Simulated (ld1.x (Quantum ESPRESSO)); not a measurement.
**Pseudopotential generation for F: TM, PBEsol**

Task: generate the file, and judge it by its errors in other configurations, its logarithmic derivatives, its ghosts and its cutoff.

Method: ld1.x (Quantum ESPRESSO) 7.5, PBEsol, scalar-relativistic.

## Step 1: The atom and the settings

The settings as typed:

- element: fluorine (F, Z = 9)
- type: norm-conserving Troullier–Martins (Kleinman–Bylander form)
- frozen core: [He]
- valence charge: 7
- reference configuration: 2s1 2p6
- partial waves: 2p (bound): rc 1.20 bohr; 3d channel at 0.05 Ry: rc 1.00 bohr; 2s (bound): rc 0.80 bohr
- local potential: the s channel
- core correction: a·sin(br)/r model core inside 0.45 bohr

The outer shells as boxes (Hund's rule for the drawing; the calculation is spin-unpolarised):

```
[He] core
2s [↑ ]
2p [↑↓][↑↓][↑↓]
```

The nodes and maxima of the atom's own shells, from an earlier all-electron run, set the scale for the radii.

All-electron outer shells of the reference configuration (PBEsol, scalar-relativistic, ld1.x):

```csv
shell,level (eV),outermost node (bohr),outermost maximum (bohr)
1s,-661.76,–,0.11
2s,-30.21,0.24,0.76
2p,-11.48,–,0.71
```

## Step 2: Generating the potential

F.in reads:

```
 &input
   title='F', zed=9., rel=1, dft='PBESOL', iswitch=3,
   config='[He] 2s1 2p6 3d-2',
   nld=3, rlderiv=1.30, eminld=-4.0, emaxld=5.0, deld=0.02
 /
 &inputp
   pseudotype=2, tm=.true., lloc=0,
   nlcc=.true., rcore=0.45,
   file_pseudopw='F.UPF', file_wfcaegen='ae.wfc', file_wfcncgen='nc.wfc', file_beta='beta', file_chi='chi'
 /
3
2P  2  1   6.00   0.00  1.20  1.20  0.0
3D  3  2  -2.00   0.05  1.00  1.00  0.0
2S  1  0   1.00   0.00  0.80  0.80  0.0
 &test
   configts(1)='2s1 2p6'
 /
```

Launch:

```
ld1.x < F.in > F.out
```

Output in F.out (without the banner and most projector matrices):

```text
     Program LD1 v.7.5
     --------------------------- All-electron run ----------------------------

     F
     scalar relativistic calculation

     atomic number is  9.00
     dft =PBESOL   lsd =0 sic =0 latt =0  beta=0.20 tr2=1.0E-14
     Exchange-correlation= PBESOL
                           (   1   4  10   8   0   0   0)
     mesh =1105 r(mesh) =  99.76081 a.u. xmin = -7.00 dx = 0.01250
     1 Ry =  13.60569312 eV, c = 137.03599908

     n l     nl                  e(Ry)          e(Ha)          e(eV)
     1 0     1S 1( 2.00)       -48.6386       -24.3193      -661.7621
     2 0     2S 1( 1.00)        -2.2201        -1.1101       -30.2063
     2 1     2P 1( 6.00)        -0.8440        -0.4220       -11.4834

     final scf error:  7.2E-16 reached in  22 iterations

     Etot =    -197.522087 Ry,     -98.761043 Ha,   -2687.424897 eV

     Ekin =     197.272785 Ry,      98.636393 Ha,    2684.032980 eV
     Encl =    -474.004658 Ry,    -237.002329 Ha,   -6449.161913 eV
     Eh   =      98.870820 Ry,      49.435410 Ha,    1345.206031 eV
     Exc  =     -19.661034 Ry,      -9.830517 Ha,    -267.501995 eV

     normalization and overlap integrals

     s(1S/1S) =  1.000000  <r> =   0.1766  <r2> =    0.0421  r(max) =   0.1139
     s(2S/2S) =  1.000000  <r> =   1.0048  <r2> =    1.2305  r(max) =   0.7617
     s(2P/2P) =  1.000000  <r> =   1.1001  <r2> =    1.6169  r(max) =   0.7066

     ------------------------ End of All-electron run ------------------------

     --------------------- Generating NC pseudopotential ---------------------

      Generating local pot.: lloc=0, matching radius rcloc =   0.8000

      Computing core charge for nlcc:

       r > 0.45 : true rho core
       r < 0.45 : rho core = a sin(br)/r    a=   2.71  b=   6.04

      Integrated core pseudo-charge :   0.26

      Wfc   2P  rcut= 1.195  Using Troullier-Martins method

      Wfc   3D  rcut= 1.003  Using Troullier-Martins method

     ------------------- End of pseudopotential generation -------------------

     [... the all-electron block is printed once more ...]


     Computing logarithmic derivative in   1.29569
     Computing logarithmic derivative in   1.29569
     Computing the partial wave expansion
       no projector for channel:   0
     R is outside the sphere for l=    1 j= 0.00
     R is outside the sphere for l=    2 j= 0.00

     ---------------------- Testing the pseudopotential ----------------------

     F
     scalar relativistic calculation

     atomic number is  9.00   valence charge is  7.00
     dft =PBESOL   lsd =0 sic =0 latt =0  beta=0.20 tr2=1.0E-14
     mesh =1105 r(mesh) =  99.76081 xmin = -7.00 dx = 0.01250

     n l     nl             e AE (Ry)        e PS (Ry)    De AE-PS (Ry)
     1 0     2S   1( 1.00)       -2.22012       -2.22018        0.00006
     2 1     2P   1( 6.00)       -0.84401       -0.84402        0.00001

     eps = 9.5E-15  iter =  9

     Etot =    -197.522087 Ry,     -98.761043 Ha,   -2687.424897 eV
     Etotps =   -46.846106 Ry,     -23.423053 Ha,    -637.373738 eV

     Ekin =      38.062411 Ry,      19.031205 Ha,     517.865482 eV
     Encl =    -100.225796 Ry,     -50.112898 Ha,   -1363.641419 eV
     Ehrt =      41.757683 Ry,      20.878842 Ha,     568.142227 eV
     Ecxc =      -9.356682 Ry,      -4.678341 Ha,    -127.304139 eV
     (Ecc =      -0.365421 Ry,      -0.182711 Ha,      -4.971812 eV)
     Epseu=     -17.083723 Ry,      -8.541861 Ha,    -232.435888 eV

     ---------------------- End of pseudopotential test ----------------------
```

It took 0.63 s on 1 thread, shared host. This counts the later configuration tests of the new file too.

Partial waves on a coarse radial grid (AE all-electron, PS pseudo):

```
r (bohr)    2s AE   2s PS
   0.060  -0.4143  0.0747
   0.120  -0.4233  0.1522
   0.180  -0.2515  0.2353
   0.240  -0.0155  0.3265
   0.300   0.2254  0.4275
   0.360   0.4427  0.5378
   0.420   0.6247  0.6534
   0.480   0.7685  0.7665
   0.540   0.8756  0.8666
   0.600   0.9500  0.9442
   0.660   0.9963  0.9945
   0.720   1.0194  1.0192
   0.780   1.0238  1.0238
   0.840   1.0136  1.0136
   0.900   0.9921  0.9921
   0.960   0.9622  0.9622
   1.020   0.9262  0.9262
   1.080   0.8862  0.8862
   1.140   0.8435  0.8435
   1.200   0.7994  0.7994
   1.260   0.7548  0.7548
   1.320   0.7104  0.7104
   1.380   0.6669  0.6669
   1.440   0.6245  0.6245
   1.500   0.5836  0.5836
   1.560   0.5444  0.5444
```

## Step 3: Configuration tests

F.test.in reads:

```
 &input
   title='F', zed=9., rel=1, dft='PBESOL', iswitch=2,
   config='[He] 2s1 2p6 3d-2'
 /
 &test
   file_pseudo='F.UPF', nconf=8,
   configts(1)='2s1 2p6',
   configts(2)='2s2 2p5',
   configts(3)='2s2 2p4',
   configts(4)='2s2 2p3',
   configts(5)='2s2 2p5.3',
   configts(6)='2s1 2p5',
   configts(7)='2s2 2p1',
   configts(8)='2s2 2p2'
 /
```

Launch:

```
ld1.x < F.test.in > F.test.out
```

F.test.out, the pseudopotential blocks:

```text
     ---------------------- Testing the pseudopotential ----------------------

     F
     scalar relativistic calculation

     atomic number is  9.00   valence charge is  7.00
     dft =PBESOL   lsd =0 sic =0 latt =0  beta=0.20 tr2=1.0E-14
     mesh =1105 r(mesh) =  99.76081 xmin = -7.00 dx = 0.01250

     n l     nl             e AE (Ry)        e PS (Ry)    De AE-PS (Ry)
     1 0     2S   1( 1.00)       -2.22012       -2.22018        0.00006
     2 1     2P   1( 6.00)       -0.84401       -0.84402        0.00001

     eps = 3.4E-15  iter =  9

     Etot =    -197.522087 Ry,     -98.761043 Ha,   -2687.424895 eV
     Etotps =   -46.846106 Ry,     -23.423053 Ha,    -637.373739 eV

     Ekin =      38.062411 Ry,      19.031205 Ha,     517.865483 eV
     Encl =    -100.225796 Ry,     -50.112898 Ha,   -1363.641422 eV
     Ehrt =      41.757684 Ry,      20.878842 Ha,     568.142229 eV
     Ecxc =      -9.356682 Ry,      -4.678341 Ha,    -127.304139 eV
     (Ecc =      -0.365421 Ry,      -0.182711 Ha,      -4.971812 eV)
     Epseu=     -17.083723 Ry,      -8.541861 Ha,    -232.435889 eV

     ---------------------- End of pseudopotential test ----------------------

     ---------------------- Testing the pseudopotential ----------------------

     F
     [...]
     n l     nl             e AE (Ry)        e PS (Ry)    De AE-PS (Ry)
     1 0     2S   1( 2.00)       -2.18441       -2.18523        0.00082
     2 1     2P   1( 5.00)       -0.81228       -0.81059       -0.00169

     eps = 9.0E-15  iter = 12

     Etot =    -198.896219 Ry,     -99.448109 Ha,   -2706.120914 eV
     Etotps =   -48.221524 Ry,     -24.110762 Ha,    -656.087251 eV
     dEtot_ae =      -1.374132 Ry
     dEtot_ps =      -1.375418 Ry,   Delta E=       0.001286 Ry

     [...]
     ---------------------- End of pseudopotential test ----------------------

     ---------------------- Testing the pseudopotential ----------------------

     F
     [...]
     n l     nl             e AE (Ry)        e PS (Ry)    De AE-PS (Ry)
     1 0     2S   1( 2.00)       -3.46782       -3.46838        0.00056
     2 1     2P   1( 4.00)       -2.07413       -2.06843       -0.00570  !

     eps = 9.0E-15  iter =  7

     Etot =    -197.476466 Ry,     -98.738233 Ha,   -2686.804198 eV
     Etotps =   -46.805006 Ry,     -23.402503 Ha,    -636.814546 eV
     dEtot_ae =       0.045620 Ry
     dEtot_ps =       0.041100 Ry,   Delta E=       0.004521 Ry

     [...]
     ---------------------- End of pseudopotential test ----------------------

     ---------------------- Testing the pseudopotential ----------------------

     F
     [...]
     n l     nl             e AE (Ry)        e PS (Ry)    De AE-PS (Ry)
     1 0     2S   1( 2.00)       -4.97983       -4.97785       -0.00198
     2 1     2P   1( 3.00)       -3.59242       -3.57529       -0.01713  !

     eps = 1.1E-15  iter =  7

     Etot =    -194.663071 Ry,     -97.331535 Ha,   -2648.526005 eV
     Etotps =   -44.001979 Ry,     -22.000990 Ha,    -598.677429 eV
     dEtot_ae =       2.859016 Ry
     dEtot_ps =       2.844126 Ry,   Delta E=       0.014889 Ry

     [...]
     ---------------------- End of pseudopotential test ----------------------

     ---------------------- Testing the pseudopotential ----------------------

     F
     [...]
     n l     nl             e AE (Ry)        e PS (Ry)    De AE-PS (Ry)
     1 0     2S   1( 2.00)       -1.85443       -1.85535        0.00091
     2 1     2P   1( 5.30)       -0.49277       -0.49167       -0.00110

     eps = 7.8E-15  iter = 13

     Etot =    -199.091187 Ry,     -99.545594 Ha,   -2708.773594 eV
     Etotps =   -48.416096 Ry,     -24.208048 Ha,    -658.734540 eV
     dEtot_ae =      -1.569100 Ry
     dEtot_ps =      -1.569990 Ry,   Delta E=       0.000890 Ry

     [...]
     ---------------------- End of pseudopotential test ----------------------

     ---------------------- Testing the pseudopotential ----------------------

     F
     [...]
     n l     nl             e AE (Ry)        e PS (Ry)    De AE-PS (Ry)
     1 0     2S   1( 1.00)       -3.48092       -3.48323        0.00231
     2 1     2P   1( 5.00)       -2.08348       -2.08297       -0.00051

     eps = 2.0E-15  iter =  9

     Etot =    -196.080875 Ry,     -98.040438 Ha,   -2667.816217 eV
     Etotps =   -45.404891 Ry,     -22.702446 Ha,    -617.765017 eV
     dEtot_ae =       1.441211 Ry
     dEtot_ps =       1.441214 Ry,   Delta E=      -0.000003 Ry

     [...]
     ---------------------- End of pseudopotential test ----------------------

     ---------------------- Testing the pseudopotential ----------------------

     F
     [...]
     n l     nl             e AE (Ry)        e PS (Ry)    De AE-PS (Ry)
     1 0     2S   1( 2.00)       -8.55411       -8.52031       -0.03380  !
     2 1     2P   1( 1.00)       -7.27887       -7.18229       -0.09657  !

     eps = 7.2E-16  iter =  7

     Etot =    -183.926283 Ry,     -91.963141 Ha,   -2502.444558 eV
     Etotps =   -33.361205 Ry,     -16.680603 Ha,    -453.902324 eV
     dEtot_ae =      13.595804 Ry
     dEtot_ps =      13.484900 Ry,   Delta E=       0.110904 Ry

     [...]
     ---------------------- End of pseudopotential test ----------------------

     ---------------------- Testing the pseudopotential ----------------------

     F
     [...]
     n l     nl             e AE (Ry)        e PS (Ry)    De AE-PS (Ry)
     1 0     2S   1( 2.00)       -6.68351       -6.67219       -0.01132  !
     2 1     2P   1( 2.00)       -5.33500       -5.29109       -0.04391  !

     eps = 1.7E-15  iter =  7

     Etot =    -190.217225 Ry,     -95.108612 Ha,   -2588.037187 eV
     Etotps =   -39.584796 Ry,     -19.792398 Ha,    -538.578589 eV
     dEtot_ae =       7.304862 Ry
     dEtot_ps =       7.261310 Ry,   Delta E=       0.043552 Ry

     [...]
     ---------------------- End of pseudopotential test ----------------------
```

The tests as a table, with energies relative to 2s1 2p6.

| valence configuration | charge | ΔE all-electron (eV) | error AE − PS (meV) |
| --- | --- | --- | --- |
| 2s2 2p5 | 0 | -18.696 | +17 |
| 2s2 2p4 | +1 | 0.621 | +62 |
| 2s2 2p3 | +2 | 38.899 | +203 |
| 2s2 2p5.3 | -0.3 | -21.349 | +12 |
| 2s1 2p5 | +1 | 19.609 | 0.0 |
| 2s2 2p1 | +4 | 184.980 | +1509 |
| 2s2 2p2 | +3 | 99.388 | +593 |

## Step 4: Does it scatter like the atom?

Taken from the files of the generation run. The phase is arctan(r·u′/u) with u = r·R, unwrapped, with energies in Ry. A pole is an energy at which the radial function vanishes at the test radius. The pseudo phase is shifted by a multiple of π to meet the all-electron one at the reference energy. Levels narrower than the energy grid can be missing from the poles. The last column is the largest difference on the grid between −1 and +1 Ry.

| channel | radius (bohr) | reference (Ry) | poles AE | poles PS | window around the reference with phases within 0.05 rad (Ry) | largest difference near zero (rad) |
| --- | --- | --- | --- | --- | --- | --- |
| s | 1.30 | -2.22 | 0.40 | 0.39 | the whole range | 0.001 |
| p | 1.30 | -0.84 | 1.37 | 1.40 | the whole range | 0.002 |
| d | 1.30 | 0.05 | none | none | the whole range | 0.000 |

Phases (rad) along the scan:

```
E (Ry)    p AE    p PS    s AE    s PS
 -4.00   1.087   1.088   0.678   0.677
 -3.52   1.028   1.029   0.375   0.374
 -3.04   0.943   0.944  -0.106  -0.107
 -2.56   0.811   0.813  -0.636  -0.637
 -2.08   0.587   0.589  -1.006  -1.006
 -1.60   0.184   0.185  -1.225  -1.225
 -1.12  -0.413  -0.413  -1.359  -1.360
 -0.64  -0.919  -0.919  -1.449  -1.450
 -0.16  -1.211  -1.210  -1.514  -1.515
  0.32  -1.378  -1.377  -1.564  -1.565
  0.80  -1.484  -1.482  -1.604  -1.605
  1.28  -1.559  -1.556  -1.637  -1.639
  1.76  -1.616  -1.612  -1.667  -1.669
  2.24  -1.662  -1.657  -1.695  -1.697
  2.72  -1.703  -1.696  -1.720  -1.723
  3.20  -1.740  -1.732  -1.745  -1.749
  3.68  -1.776  -1.766  -1.770  -1.774
  4.16  -1.812  -1.799  -1.796  -1.801
  4.64  -1.850  -1.833  -1.823  -1.829
```

## Step 5: Plane-wave convergence, by spherical Bessel functions

This step uses the generator's waves and projectors in a separate script. Basis: spherical Bessel functions vanishing at 20 bohr, q² up to the cutoff; potential fixed at the reference.

All-electron valence levels (Ry): 2p -0.8440, 2s -2.2201. The lowest levels of each channel (Ry) by cutoff; the last column sums, over occupied levels, occupation times the distance from the level at 400 Ry. A positive value at high cutoff is not a bound level.

```
cutoff (Ry)     p #1    d #1     s #1    f #1  Σ f·Δε (mRy)
          8  -0.0152  0.0807  -1.9484  0.1213        5244.4
         21  -0.2552  0.0807  -2.0285  0.1213        3724.5
         45  -0.6866  0.0807  -2.1396  0.1213        1025.0
         80  -0.8384  0.0807  -2.2112  0.1213          42.6
        100  -0.8434  0.0807  -2.2153  0.1213           8.3
        140  -0.8437  0.0807  -2.2162  0.1213           5.9
        200  -0.8440  0.0807  -2.2195  0.1213           0.8
        260  -0.8440  0.0807  -2.2200  0.1213           0.2
        400  -0.8440  0.0807  -2.2202  0.1213           0.0
```

The sum stays within 10 mRy from 100 Ry and within 1 mRy from 200 Ry. The sum leaves out empty levels, which can need more. Ghost test: no level below the all-electron spectrum of its channel (p, d, s, f tested).

## Step 6: Summary of results

```
                                                quantity                   value
               cutoffs for 10 and 1 mRy, occupied levels       100 Ry and 200 Ry
                                            bound ghosts              none found
                            largest test error (AE − PS)  +1509 meV, for 2s2 2p1
largest phase difference near zero energy, channels read               0.002 rad
```

**Reading.** By total energies transferability is poor: the largest error is 1509 meV on 185.0 eV, for 2s2 2p1. That test lies far up in energy; among those under 40 eV, nearer to bonding, the largest error is 203 meV. By its cutoff, 100 Ry for the looser tolerance, it is hard. The slowest occupied level is 2s: taken alone it needs 200 Ry to come within 1 mRy, against 100 Ry for 2p. No bound ghost shows below the valence levels. Near zero energy the phases of the channels with partial waves agree within 0.002 rad. All of this concerns the isolated atom, not yet a solid.
